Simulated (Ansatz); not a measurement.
# K+: energies up the ladder

The task, for K+: energies up the ladder. Charge +1.

Program: Ansatz 0.2.0. Level of theory: the levels named in each step. These are calculated values, not measurements.

## 1. Starting point

Structure file:

```xyz
1

K     0.0000    0.0000    0.0000
```

## 2. Single point, PBE0/def2-TZVPP

Contents of input.yaml:

```yaml
crystal:
  periodic: [false, false, false]
  atoms:
    - { symbol: K, position_ang: [0.0, 0.0, 0.0] }
total_charge: 1
basis:
  gaussian: { orbitals: def2-TZVPP }
hamiltonian:
  xc: pbe0
```

Launch:

```bash
$ ansatz run input.yaml --threads 1 --pin off --max-ram 2560MiB --backend cpu --events-out ev --progress --plain --runs-dir out
```

Standard output:

```text
Warning: RAYON_NUM_THREADS=1 ignored (pool sized by the plan → 1); use --threads N
Engine: ansatz 0.2.0, x86_64-unknown-linux-gnu
Functional definition: PBE0
  parameter a = 0.25
  parameter kappa = 0.804
  parameter beta = 0.06672455060314922
  exchange = (1 - a)*pbe_x(kappa = kappa, mu = beta*pi^2/3) + a*exact_x
  correlation = pbe_c(beta = beta)
283 factors; their error is unknown
mean field evaluation 1: about -16315.2632 eV, gradient 1.0e0 eV
mean field evaluation 2: about -16315.2650 eV, gradient 5.2e-1 eV
mean field evaluation 4: about -16315.3563 eV, gradient 8.0e-2 eV
mean field evaluation 8: about -16315.3563 eV, gradient 8.7e-5 eV
mean field -16315.35627932 eV, -599.5782843192 hartree, gradient 8.7e-5 eV, S^2 0.000000; 0 other end points of the search recorded, 0 dependent functions left out
reference -16315.35629832 eV, -599.5782850177 hartree; 9, 9 occupied and 24, 24 virtual orbitals, 283 factors
Total energy: -16315.35629832 eV, -599.5782850177 hartree
```

It took 0.36 s on 1 thread of Intel Xeon Platinum 8488C (Sapphire Rapids), shared host; peak memory 0.092 GiB.

## 3. Single point, PBE/def2-TZVPP

Edit input.yaml of step 2 so:

```diff
@@ -8,2 +8,2 @@
 hamiltonian:
-  xc: pbe0
+  xc: pbe
```

Launch:

```bash
$ ansatz run input.yaml --threads 1 --pin off --max-ram 2560MiB --backend cpu --events-out ev --progress --plain --runs-dir out
```

Standard output:

```text
Warning: RAYON_NUM_THREADS=1 ignored (pool sized by the plan → 1); use --threads N
[... 1 set-up line as earlier in the session ...]
Functional definition: PBE
[... 2 set-up lines as earlier in the session ...]
  exchange = pbe_x(kappa = kappa, mu = beta*pi^2/3)
[... 1 set-up line as earlier in the session ...]
263 factors; their error is unknown
mean field evaluation 1: about -16313.9869 eV, gradient 1.3e0 eV
mean field evaluation 2: about -16313.9890 eV, gradient 8.9e-1 eV
mean field evaluation 4: about -16313.9815 eV, gradient 1.0e-2 eV
mean field evaluation 8: about -16313.9815 eV, gradient 5.4e-6 eV
mean field -16313.98151227 eV, -599.5277625623 hartree, gradient 5.4e-6 eV, S^2 0.000000; 0 other end points of the search recorded, 0 dependent functions left out
reference -16313.98154848 eV, -599.5277638926 hartree; 9, 9 occupied and 24, 24 virtual orbitals, 263 factors
Total energy: -16313.98154848 eV, -599.5277638926 hartree
```

Run time: 0.31 s. Hardware: 1 thread of Intel Xeon Platinum 8488C (Sapphire Rapids), shared host; peak memory 0.091 GiB.

## 4. Single point, r2SCAN/def2-TZVPP

Edit input.yaml of step 3 so:

```diff
@@ -8,2 +8,2 @@
 hamiltonian:
-  xc: pbe
+  xc: r2scan
```

Launch:

```bash
$ ansatz run input.yaml --threads 1 --pin off --max-ram 2560MiB --backend cpu --events-out ev --progress --plain --runs-dir out
```

Standard output:

```text
Warning: RAYON_NUM_THREADS=1 ignored (pool sized by the plan → 1); use --threads N
[... 1 set-up line as earlier in the session ...]
Functional definition: r2SCAN
  parameter k0 = 0.174
  parameter k1 = 0.065
  parameter a1 = 4.9479
  exchange = r2scan_x(k0 = k0, k1 = k1, a1 = a1)
  correlation = r2scan_c
263 factors; their error is unknown
mean field evaluation 1: about -16319.0731 eV, gradient 1.0e0 eV
mean field evaluation 2: about -16319.0748 eV, gradient 5.6e-1 eV
mean field evaluation 4: about -16319.0655 eV, gradient 1.4e-2 eV
mean field evaluation 8: about -16319.0655 eV, gradient 1.3e-5 eV
mean field -16319.06548422 eV, -599.7145950853 hartree, gradient 1.3e-5 eV, S^2 0.000000; 0 other end points of the search recorded, 0 dependent functions left out
reference -16319.06548986 eV, -599.7145952924 hartree; 9, 9 occupied and 24, 24 virtual orbitals, 263 factors
Total energy: -16319.06548986 eV, -599.7145952924 hartree
```

It took 0.65 s on 1 thread of Intel Xeon Platinum 8488C (Sapphire Rapids), shared host; peak memory 0.11 GiB.

## 5. Single point, B3LYP/def2-TZVPP

Edit input.yaml of step 4 so:

```diff
@@ -8,2 +8,2 @@
 hamiltonian:
-  xc: r2scan
+  xc: { name: B3LYP }
```

Launch:

```bash
$ ansatz run input.yaml --threads 1 --pin off --max-ram 2560MiB --backend cpu --events-out ev --progress --plain --runs-dir out
```

Standard output:

```text
Warning: RAYON_NUM_THREADS=1 ignored (pool sized by the plan → 1); use --threads N
[... 1 set-up line as earlier in the session ...]
Functional definition: B3LYP
  parameter a0 = 0.2
  parameter ax = 0.72
  parameter ac = 0.81
  exchange = (1 - a0 - ax)*slater_x + ax*b88_x + a0*exact_x
  correlation = (1 - ac)*vwn_rpa_c + ac*lyp_c
275 factors; their error is unknown
mean field evaluation 1: about -16320.2343 eV, gradient 1.0e0 eV
mean field evaluation 2: about -16320.2359 eV, gradient 5.9e-1 eV
mean field evaluation 4: about -16320.3070 eV, gradient 6.6e-2 eV
mean field evaluation 8: about -16320.3070 eV, gradient 7.1e-5 eV
mean field -16320.30702587 eV, -599.7602208992 hartree, gradient 7.1e-5 eV, S^2 0.000000; 0 other end points of the search recorded, 0 dependent functions left out
reference -16320.30717526 eV, -599.7602263895 hartree; 9, 9 occupied and 24, 24 virtual orbitals, 275 factors
Total energy: -16320.30717526 eV, -599.7602263895 hartree
```

Wall time 0.38 s (1 thread of Intel Xeon Platinum 8488C (Sapphire Rapids), shared host); peak memory 0.092 GiB.

## 6. Single point, wB97M-V/def2-TZVPP

Edit input.yaml of step 5 so:

```diff
@@ -8,2 +8,2 @@
 hamiltonian:
-  xc: { name: B3LYP }
+  xc: { name: wB97M-V }
```

Launch:

```bash
$ ansatz run input.yaml --threads 1 --pin off --max-ram 2560MiB --backend cpu --events-out ev --progress --plain --runs-dir out
```

Standard output, cut to the lines that bear on the results:

```text
Warning: RAYON_NUM_THREADS=1 ignored (pool sized by the plan → 1); use --threads N
[...]
Functional definition: wB97M-V
[...]
  gx(w, u) = 1 - cx + cx01*u + cx10*w
  gss(w, u) = css00 + css04*u^4 + css10*w + css20*w^2 + css43*w^4*u^3
  gos(w, u) = cos00 + cos10*w + (cos20 + cos21*u)*w^2 + (cos60 + cos61*u)*w^6
[...]
      + integral(e_c_pw_mod_opposite_spin*gos(b97_w_opposite, b97_u_opposite)) + vv10(b, c)
266 factors; their error is unknown
65 factors; integrals over basis functions are off by at most 3.5e-4 eV
[...]
mean field -16319.32942780 eV, -599.7242948330 hartree, gradient 6.0e-6 eV, S^2 0.000000; 0 other end points of the search recorded, 0 dependent functions left out
reference -16319.32947047 eV, -599.7242964008 hartree; 9, 9 occupied and 24, 24 virtual orbitals, 266 factors
Total energy: -16319.32947047 eV, -599.7242964008 hartree
```

Wall time 1.5 s (1 thread of Intel Xeon Platinum 8488C (Sapphire Rapids), shared host); peak memory 0.15 GiB.

## 7. Single point, B2PLYP/def2-TZVPP

Edit input.yaml of step 6 so:

```diff
@@ -8,2 +8,2 @@
 hamiltonian:
-  xc: { name: wB97M-V }
+  xc: { name: B2PLYP }
```

Launch:

```bash
$ ansatz run input.yaml --threads 1 --pin off --max-ram 2560MiB --backend cpu --events-out ev --progress --plain --runs-dir out
```

Standard output, cut to the lines that bear on the results:

```text
Warning: RAYON_NUM_THREADS=1 ignored (pool sized by the plan → 1); use --threads N
[...]
Functional definition: B2PLYP
[...]
197 factors; integrals over basis functions are off by at most 8.9e-5 eV
[...]
mean field -16314.67061388 eV, -599.5530865790 hartree, gradient 4.2e-6 eV, S^2 0.000000; 0 other end points of the search recorded, 0 dependent functions left out
5 core orbitals not correlated: weight in the atoms' cores, before any rotation towards them, 1.000 or more for the frozen orbitals, at most 0.000 for the correlated occupied ones
reference -16314.67069418 eV, -599.5530895300 hartree; 4, 4 occupied and 24, 24 virtual orbitals, 197 factors
second order -4.82249361 eV of doubles, -0.00000000 eV of singles
Total energy: -16315.97276745 eV, -599.6009398403 hartree
```

It took 0.52 s on 1 thread of Intel Xeon Platinum 8488C (Sapphire Rapids), shared host; peak memory 0.094 GiB.

## 8. Single point, LDA/def2-TZVPP

Edit input.yaml of step 7 so:

```diff
@@ -8,2 +8,2 @@
 hamiltonian:
-  xc: { name: B2PLYP }
+  xc: lda
```

Launch:

```bash
$ ansatz run input.yaml --threads 1 --pin off --max-ram 2560MiB --backend cpu --events-out ev --progress --plain --runs-dir out
```

Standard output:

```text
Warning: RAYON_NUM_THREADS=1 ignored (pool sized by the plan → 1); use --threads N
[... 1 set-up line as earlier in the session ...]
Functional definition: SPW92
  exchange = slater_x
  correlation = pw_c
263 factors; their error is unknown
mean field evaluation 1: about -16272.5800 eV, gradient 9.4e-1 eV
mean field evaluation 2: about -16272.5810 eV, gradient 5.7e-1 eV
mean field evaluation 4: about -16272.5726 eV, gradient 5.4e-2 eV
mean field evaluation 8: about -16272.5726 eV, gradient 6.5e-6 eV
mean field -16272.57259755 eV, -598.0060130140 hartree, gradient 6.5e-6 eV, S^2 0.000000; 0 other end points of the search recorded, 0 dependent functions left out
reference -16272.57263019 eV, -598.0060142135 hartree; 9, 9 occupied and 24, 24 virtual orbitals, 263 factors
Total energy: -16272.57263019 eV, -598.0060142135 hartree
```

Wall time 0.24 s (1 thread of Intel Xeon Platinum 8488C (Sapphire Rapids), shared host); peak memory 0.088 GiB.

## 9. Single point, PBE0/def2-SVP

Edit input.yaml of step 8 so:

```diff
@@ -6,4 +6,4 @@
 basis:
-  gaussian: { orbitals: def2-TZVPP }
+  gaussian: { orbitals: def2-SVP }
 hamiltonian:
-  xc: lda
+  xc: pbe0
```

Launch:

```bash
$ ansatz run input.yaml --threads 1 --pin off --max-ram 2560MiB --backend cpu --events-out ev --progress --plain --runs-dir out
```

Standard output, cut to the lines that bear on the results:

```text
Warning: RAYON_NUM_THREADS=1 ignored (pool sized by the plan → 1); use --threads N
[... 7 set-up lines as earlier in the session ...]
145 factors; integrals over basis functions are off by at most 2.5e-4 eV
mean field evaluation 1: about -16313.2677 eV, gradient 3.5e-2 eV
mean field evaluation 2: about -16313.2677 eV, gradient 3.6e-2 eV
mean field evaluation 4: about -16313.2677 eV, gradient 2.9e-5 eV
mean field -16313.26766012 eV, -599.5015289795 hartree, gradient 6.5e-5 eV, S^2 0.000000; 0 other end points of the search recorded, 0 dependent functions left out
reference -16313.26766793 eV, -599.5015292666 hartree; 9, 9 occupied and 15, 15 virtual orbitals, 145 factors
Total energy: -16313.26766793 eV, -599.5015292666 hartree
```

Run time: 0.32 s. Hardware: 1 thread of Intel Xeon Platinum 8488C (Sapphire Rapids), shared host; peak memory 0.089 GiB.

## 10. Single point, PBE/def2-SVP

Edit input.yaml of step 9 so:

```diff
@@ -8,2 +8,2 @@
 hamiltonian:
-  xc: pbe0
+  xc: pbe
```

Launch:

```bash
$ ansatz run input.yaml --threads 1 --pin off --max-ram 2560MiB --backend cpu --events-out ev --progress --plain --runs-dir out
```

Standard output, cut to the lines that bear on the results:

```text
Warning: RAYON_NUM_THREADS=1 ignored (pool sized by the plan → 1); use --threads N
[... 6 set-up lines as earlier in the session ...]
231 factors; their error is unknown
mean field evaluation 1: about -16311.8972 eV, gradient 4.8e-2 eV
mean field evaluation 2: about -16311.8610 eV, gradient 7.0e-2 eV
mean field evaluation 4: about -16311.8611 eV, gradient 6.8e-5 eV
mean field evaluation 8: about -16311.8611 eV, gradient 2.0e-6 eV
mean field -16311.86105162 eV, -599.4498370704 hartree, gradient 2.0e-6 eV, S^2 0.000000; 0 other end points of the search recorded, 0 dependent functions left out
reference -16311.86106573 eV, -599.4498375890 hartree; 9, 9 occupied and 15, 15 virtual orbitals, 231 factors
Total energy: -16311.86106573 eV, -599.4498375890 hartree
```

Wall time 0.32 s (1 thread of Intel Xeon Platinum 8488C (Sapphire Rapids), shared host); peak memory 0.09 GiB.

## 11. Total energies

```
             level  energy (eV)  CPU time
   PBE0/def2-TZVPP  -16315.3563    0.34 s
    PBE/def2-TZVPP  -16313.9815     0.3 s
 r2SCAN/def2-TZVPP  -16319.0655    0.64 s
  B3LYP/def2-TZVPP  -16320.3072    0.37 s
wB97M-V/def2-TZVPP  -16319.3295     1.5 s
 B2PLYP/def2-TZVPP  -16315.9728    0.52 s
    LDA/def2-TZVPP  -16272.5726    0.23 s
     PBE0/def2-SVP  -16313.2677    0.31 s
      PBE/def2-SVP  -16311.8611    0.31 s
```

## 12. Summary of results

```
              quantity          value
energy at PBE/def2-SVP  -16311.861 eV
```

In words: These totals serve in differences with atoms or fragments at the same level; alone they don't rank the methods.
